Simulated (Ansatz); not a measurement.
# AlSiBH₄S: how energies converge with the basis set

How large a basis does AlSiBH₄S need? Two functionals are run in growing sets.

Program: Ansatz 0.2.0, Gaussian basis. Level of theory: one geometry, several basis sets. These are calculated values, not measurements.

Levels to be run: PBE0-D4/def2-SVP; ωB97M-V/def2-SVP; PBE0-D4/def2-QZVPP; ωB97M-V/def2-QZVPP; the functionals' def2-TZVPP values are taken from earlier runs.

### Step 1. The relaxed structure

An earlier PBE0-D4/def2-TZVP relaxation fixed the geometry.

SMILES `[SiH3][B]1[AlH][S]1`, 8 atoms, charge 0, spin multiplicity 1.

Atoms are counted from 1 here; the program's logs count them from 0.

Bond lengths: Si1–B2 1.991 Å, Si1–H5 1.491 Å, Si1–H6 1.491 Å, Si1–H7 1.490 Å, B2–Al3 2.012 Å, B2–S4 1.794 Å, Al3–S4 2.214 Å, Al3–H8 1.573 Å. Angles: B2–Si1–H5 109.3°, B2–Si1–H6 109.3°, B2–Si1–H7 113.8°, H5–Si1–H6 107.5°, H5–Si1–H7 108.3°, H6–Si1–H7 108.3°, Si1–B2–Al3 157.0°, Si1–B2–S4 132.1°, Al3–B2–S4 70.9°, B2–Al3–S4 50.0°, B2–Al3–H8 180.0°, S4–Al3–H8 130.0°, B2–S4–Al3 59.2°.

### Step 2. PBE0-D4 in def2-SVP

in.yaml

```yaml
crystal:
  periodic: [false, false, false]
  atoms:
    - {symbol: Si, position_ang: [-0.389053, 1.405749, -0.631284]}
    - {symbol: B, position_ang: [0.253267, -0.314206, 0.139538]}
    - {symbol: Al, position_ang: [0.107564, -2.166448, 0.911281]}
    - {symbol: S, position_ang: [1.898033, -0.926787, 0.511859]}
    - {symbol: H, position_ang: [-1.161207, 1.130977, -1.876265]}
    - {symbol: H, position_ang: [-1.313906, 2.064525, 0.334307]}
    - {symbol: H, position_ang: [0.703780, 2.363751, -0.960284]}
    - {symbol: H, position_ang: [-0.006176, -3.614660, 1.515151]}
basis:
  gaussian: {orbitals: def2-SVP}
hamiltonian: {xc: pbe0, dispersion: d4}
output: {orbitals: {seedname: orbitals}}
```

Started as:

```
$ ansatz run in.yaml --threads 2 --pin off --events-out ev --progress --plain --max-ram 4352MiB
```

Further steps of the session: ωB97M-V in def2-SVP; PBE0-D4 in def2-QZVPP; ωB97M-V in def2-QZVPP.

Before running them: what should the planned runs give, taken together? Wanted: PBE0-D4: double and triple zeta above quadruple; ωB97M-V: double and triple zeta above quadruple.

**Answer**, as computed:

| quantity | value |
| --- | --- |
| PBE0-D4: double and triple zeta above quadruple | 10.30, 0.82 eV |
| ωB97M-V: double and triple zeta above quadruple | 10.28, 0.77 eV |

**Reading.** PBE0-D4 gains 9.48 eV from double to triple zeta, then 0.82 eV more. These are total energies; as a rule much of such shifts cancels in differences, which this series doesn't test.
